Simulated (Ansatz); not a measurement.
The system is Ti3Se.

```
Se Ti
1.0
     3.19745    0.00000    0.00000
    -1.59872    2.76907    0.00000
     0.00000    0.00000    7.94275
Se Ti
1 3
Direct
  0.00000 0.00000 0.00000
  0.66667 0.33333 0.50000
  0.33333 0.66667 0.77290
  0.33333 0.66667 0.22710
```

The cell comes from a database or a generator and needn't be the stable form of this composition.

Base run:

```yaml
Program: Ansatz 0.2.0
Functional: PBEsol
Potentials_or_basis: all-electron LAPW, non-relativistic
Cutoff: 245 eV
Density_cutoff: 979 eV
Basis_error_allowed: 0.002 eV/atom
k_mesh: 10 × 10 × 4
Occupations: fermi-dirac, width 0.05 eV
Spin: no spin polarisation
```

Its results: pressure -4.0 GPa; largest force 0.109 eV/Å.

Problem. The run is repeated on the same cell with these changes: potentials or basis from all-electron LAPW, non-relativistic to all-electron PAW datasets made for the crystal. What comes out?

Solution. Pressure -4.5 GPa; largest force 0.097 eV/Å.

Caveats: relativity is left out, which matters for the heavier elements (some runs).

Not every run made on this cell is shown here.
